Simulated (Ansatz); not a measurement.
Working through a single point in a Gaussian basis of C2H10O2Si2, SMILES CCO[SiH2]O[SiH3]

With the Ansatz DFT code, driven from Python.

Notebook, run cell by cell (the value of a cell's last expression is shown):

**Cell 1**
```python
from pathlib import Path
import warnings

import ansatz as az
import numpy as np
```

**Cell 2**
```python
BASIS = "6-31G*"
FUNCTIONAL = "b3lyp"
```

**Cell 3**
```python
warnings.simplefilter("ignore", az.DeckWarning)
```

**Cell 4**
```python
geometry = (
    az.Crystal.molecule()
    .atom("C", (-2.5285, -1.0841, 0.2226))
    .atom("C", (-1.5126, -0.1376, -0.3921))
    .atom("O", (-0.7338, 0.4227, 0.6583))
    .atom("Si", (0.472, 1.4956, 0.2653))
    .atom("O", (1.7017, 0.7176, -0.5119))
    .atom("Si", (2.9563, -0.29, -0.1395))
    .atom("H", (-3.1534, -1.5405, -0.5502))
    .atom("H", (-3.1731, -0.5516, 0.9298))
    .atom("H", (-2.0251, -1.8777, 0.7846))
    .atom("H", (-2.0406, 0.6518, -0.9413))
    .atom("H", (-0.8755, -0.6967, -1.0889))
    .atom("H", (-0.0868, 2.5356, -0.6293))
    .atom("H", (0.9844, 2.1374, 1.4972))
    .atom("H", (3.8416, 0.3576, 0.8588))
    .atom("H", (2.4355, -1.5674, 0.4046))
    .atom("H", (3.7378, -0.5728, -1.368))
)
```

**Cell 5**
```python
calculation = (
    geometry.calculation()
    .basis(gaussian=BASIS)
    .functional(FUNCTIONAL)
    .forces()
    .orbitals()
)
out = calculation.run(runs_dir="runs")
r = out.report
```

**Cell 6**
```python
type(out).__name__, type(r).__name__
```
Output:
```text
('RunOutcome', 'dict')
```

**Cell 7**
```python
r["reference_energy_ev"]
```
Output:
```text
-22089.528363320303
```

**Cell 8**
```python
r["free_energy_ev"]
```
Output:
```text
-22089.528363320303
```

**Cell 9**
```python
print("reference energy %16.6f eV" % r["reference_energy_ev"])
print("total energy     %16.6f eV" % r["free_energy_ev"])
print("occupied orbitals outside the frozen core (up, down):", r["n_occupied"], " frozen:", r["n_frozen"], " virtual:", r["n_virtual"])
```
Output:
```text
reference energy    -22089.528363 eV
total energy        -22089.528363 eV
occupied orbitals outside the frozen core (up, down): [33, 33]  frozen: 0  virtual: [85, 85]
```

**Cell 10**
```python
symbols = [site.symbol for site in geometry.cartesian_sites]
print("forces (eV/A)")
for symbol, f in zip(symbols, r["forces_ev_ang"]):
    print(f"  {symbol:2s} {f[0]:9.4f} {f[1]:9.4f} {f[2]:9.4f}")
```
Output:
```text
forces (eV/A)
  C    -0.0649   -0.0718    0.2097
  C    -0.4290   -0.4395    0.1042
  O     0.4131    0.4345    0.1412
  Si   -0.1700    0.0505    0.0601
  O    -0.0626    0.1921   -0.1525
  Si    0.1122   -0.0900   -0.0442
  H    -0.0443   -0.0332   -0.0473
  H    -0.0395    0.0530   -0.0605
  H     0.0390   -0.0396   -0.0716
  H     0.1038    0.1009   -0.1272
  H     0.0611    0.1033   -0.1023
  H     0.0581   -0.0113   -0.1675
  H    -0.0786   -0.1632    0.1430
  H     0.0777   -0.0178    0.0872
  H     0.0372   -0.0923    0.0609
  H    -0.0132    0.0243   -0.0332
```

**Cell 11**
```python
charges = r["charge_distribution"]
dipole = np.array(charges["dipole_moment_e_ang"]) * 4.803205
print("dipole (D): {:.3f} {:.3f} {:.3f}, length {:.3f}".format(*dipole, np.linalg.norm(dipole)))
print("atom  Mulliken   Lowdin")
for symbol, m, l in zip(symbols, charges["mulliken_charges_e"], charges["lowdin_charges_e"]):
    print(f"{symbol:4s} {m:9.3f} {l:8.3f}")
```
Output:
```text
dipole (D): -0.303 -0.443 -0.553, length 0.771
atom  Mulliken   Lowdin
C       -0.450   -0.338
C       -0.023   -0.139
O       -0.551   -0.176
Si       0.816    0.348
O       -0.644   -0.264
Si       0.580    0.382
H        0.142    0.118
H        0.159    0.122
H        0.159    0.122
H        0.139    0.116
H        0.145    0.117
H       -0.110   -0.090
H       -0.103   -0.079
H       -0.087   -0.080
H       -0.089   -0.081
H       -0.083   -0.079
```

**Cell 12**
```python
lines = Path(r["orbitals_path"]).read_text().splitlines()
field_of = lambda key: [line.split("=")[1].strip() for line in lines if line.startswith(key)]
orbitals = [(27.211386 * float(e), s, float(n)) for e, s, n in zip(field_of("Ene="), field_of("Spin="), field_of("Occup="))]
homo = max(e for e, _, n in orbitals if n > 0.5)
lumo = min(e for e, _, n in orbitals if n < 0.5)
print(f"HOMO {homo:.3f} eV, LUMO {lumo:.3f} eV, gap {lumo - homo:.3f} eV")
```
Output:
```text
HOMO -7.845 eV, LUMO 0.281 eV, gap 8.126 eV
```

Total energies depend on the basis set; only differences at equal settings carry meaning. The geometry is a force-field or estimated start, not a minimum of this method, and the basis set is short of its limit. The Löwdin charges here are taken after orthogonalising the functions within each atom; they differ from plain Löwdin charges, and their signs can be unphysical. b3lyp holds the VWN-RPA fit, as in Gaussian; the form of ORCA and Turbomole is b3lyp5. Levels such as HOMO and LUMO are orbital energies: with these approximate functionals they aren't the ionisation energy and electron affinity, and their gap isn't the fundamental gap. Timing: 5.6 s on 1 thread of AMD EPYC 9B14 (Zen 4), with other jobs on the host, peak memory 0.35 GiB.
